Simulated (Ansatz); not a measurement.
**PBE0/def2-SVP run of BGeH4Cl (SMILES Cl[BH][GeH3])**

Aim: the vertical ionisation energy of BGeH4Cl at PBE0/def2-SVP, from 2 runs. 

Program for the calculation: Ansatz 0.2.0.

59 further runs of the same task are left out: 59 set aside as unsound or not needed. Runs told in other sessions of the task aren't counted.

## 1. Starting point

BGeH4Cl has 7 atoms, charge 0, and is taken as a singlet. As SMILES, `Cl[BH][GeH3]`. Geometry: relaxed at PBE0-D4/def2-TZVP.

Bond lengths: Cl1–B2 1.738 Å, B2–Ge3 2.066 Å, B2–H4 1.193 Å, Ge3–H5 1.539 Å, Ge3–H6 1.539 Å, Ge3–H7 1.537 Å. Angles: Cl1–B2–Ge3 119.4°, Cl1–B2–H4 116.1°, Ge3–B2–H4 124.5°, B2–Ge3–H5 109.7°, B2–Ge3–H6 109.9°, B2–Ge3–H7 112.6°, H5–Ge3–H6 107.5°, H5–Ge3–H7 108.4°, H6–Ge3–H7 108.5°.

## 2. The energy at PBE0/def2-SVP

Input file job.yaml:

```yaml
crystal:
  periodic: [false, false, false]
  atoms:
    - {symbol: Cl, position_ang: [-1.976000, -1.523900, 0.066800]}
    - {symbol: B, position_ang: [-0.280900, -1.157900, 0.180500]}
    - {symbol: Ge, position_ang: [0.359600, 0.783200, -0.117500]}
    - {symbol: H, position_ang: [0.439400, -2.075400, 0.430000]}
    - {symbol: H, position_ang: [-0.028000, 1.247000, -1.533300]}
    - {symbol: H, position_ang: [-0.333800, 1.724000, 0.884000]}
    - {symbol: H, position_ang: [1.881000, 0.935000, 0.043800]}
basis:
  gaussian:
    orbitals: def2-SVP
hamiltonian:
  xc: {name: PBE0}
accuracy: high
output: {orbitals: {seedname: orbitals}}
```

On the command line:

```console
$ ansatz run job.yaml --threads 1 --pin off --max-ram 2610MiB --events-out events.jsonl --progress --plain --runs-dir runs
```

What it wrote:

```text
Warning: RAYON_NUM_THREADS=1 ignored (pool sized by the plan → 1); use --threads N
Functional definition: PBE0
  name "PBE0"
  parameter a = 0.25
  parameter kappa = 0.804
  parameter beta = 0.06672455060314922
  exchange = (1 - a)*pbe_x(kappa = kappa, mu = beta*pi^2/3) + a*exact_x
  correlation = pbe_c(beta = beta)
1778 factors; integrals over basis functions are off by at most 4.7e-9 eV
mean field evaluation 1: about -69758.0716 eV, gradient 1.6e1 eV
mean field evaluation 2: about -69758.2040 eV, gradient 1.5e1 eV
mean field evaluation 4: about -69758.6472 eV, gradient 6.0e-1 eV
mean field evaluation 8: about -69758.7477 eV, gradient 6.5e-2 eV
mean field evaluation 16: about -69758.7478 eV, gradient 2.1e-6 eV
mean field -69758.74775092 eV, -2563.5866956689 hartree, gradient 3.2e-8 eV, S^2 0.000000; 0 other end points of the search recorded, 0 dependent functions left out
reference -69758.74775327 eV, -2563.5866957553 hartree; 29, 29 occupied and 55, 55 virtual orbitals, 1778 factors
Total energy: -69758.74775327 eV, -2563.5866957553 hartree
```

Wall time 6.9 s (1 thread of Arm Neoverse V2, shared host); peak memory 0.28 GiB.

## 3. The doublet cation, same level

Input file run.yaml:

```yaml
crystal:
  periodic: [false, false, false]
  atoms:
    - {symbol: Cl, position_ang: [-1.976000, -1.523900, 0.066800]}
    - {symbol: B, position_ang: [-0.280900, -1.157900, 0.180500]}
    - {symbol: Ge, position_ang: [0.359600, 0.783200, -0.117500]}
    - {symbol: H, position_ang: [0.439400, -2.075400, 0.430000]}
    - {symbol: H, position_ang: [-0.028000, 1.247000, -1.533300]}
    - {symbol: H, position_ang: [-0.333800, 1.724000, 0.884000]}
    - {symbol: H, position_ang: [1.881000, 0.935000, 0.043800]}
basis:
  gaussian:
    orbitals: def2-SVP
total_charge: 1
magnetization:
  spin_polarized: true
  initial_magnetization: 1
hamiltonian:
  xc: {name: PBE0}
accuracy: high
output: {orbitals: {seedname: orbitals}}
```

On the command line:

```console
$ ansatz run run.yaml --threads 1 --pin off --max-ram 2610MiB --events-out events.jsonl --progress --plain --runs-dir runs
```

What it wrote, cut to the lines that bear on the results:

```text
Warning: RAYON_NUM_THREADS=1 ignored (pool sized by the plan → 1); use --threads N
[... 7 set-up lines as earlier in the session ...]
1779 factors; integrals over basis functions are off by at most 4.7e-9 eV
mean field evaluation 1: about -69747.8596 eV, gradient 1.2e1 eV
mean field evaluation 2: about -69748.1277 eV, gradient 9.2e0 eV
mean field evaluation 4: about -69748.5466 eV, gradient 1.1e0 eV
mean field evaluation 8: about -69748.6633 eV, gradient 5.6e-2 eV
mean field evaluation 16: about -69748.6634 eV, gradient 3.2e-4 eV
mean field evaluation 32: about -69747.5821 eV, gradient 5.9e0 eV
mean field -69748.66335628 eV, -2563.2161010014 hartree, gradient 3.1e-8 eV, S^2 0.753279; 2 other end points of the search recorded, 0 dependent functions left out
reference -69748.66335875 eV, -2563.2161010920 hartree; 29, 28 occupied and 55, 56 virtual orbitals, 1779 factors
Total energy: -69748.66335875 eV, -2563.2161010920 hartree
```

It took 14 s on 1 thread of Arm Neoverse V2, shared host; peak memory 0.41 GiB.

## 4. Outcome

At PBE0/def2-SVP:

```
                                          quantity           value
                     singlet BGeH4Cl: total energy  -2563.58670 Eh
                      singlet BGeH4Cl: HOMO energy        -7.87 eV
                      singlet BGeH4Cl: LUMO energy        -2.14 eV
                    singlet BGeH4Cl: HOMO–LUMO gap         5.73 eV
                      doublet cation: total energy  -2563.21610 Eh
doublet cation: HOMO energy (highest over α and β)       -14.98 eV
 doublet cation: LUMO energy (lowest over α and β)       -12.28 eV
                              doublet cation: ⟨S²⟩           0.753
vertical ionisation energy (to the doublet cation)       10.084 eV
```

What this shows: Removing an electron at fixed nuclei costs 10.08 eV (233 kcal/mol). −ε(HOMO) before ionisation, 7.87 eV, is 2.21 eV below this ionisation energy.
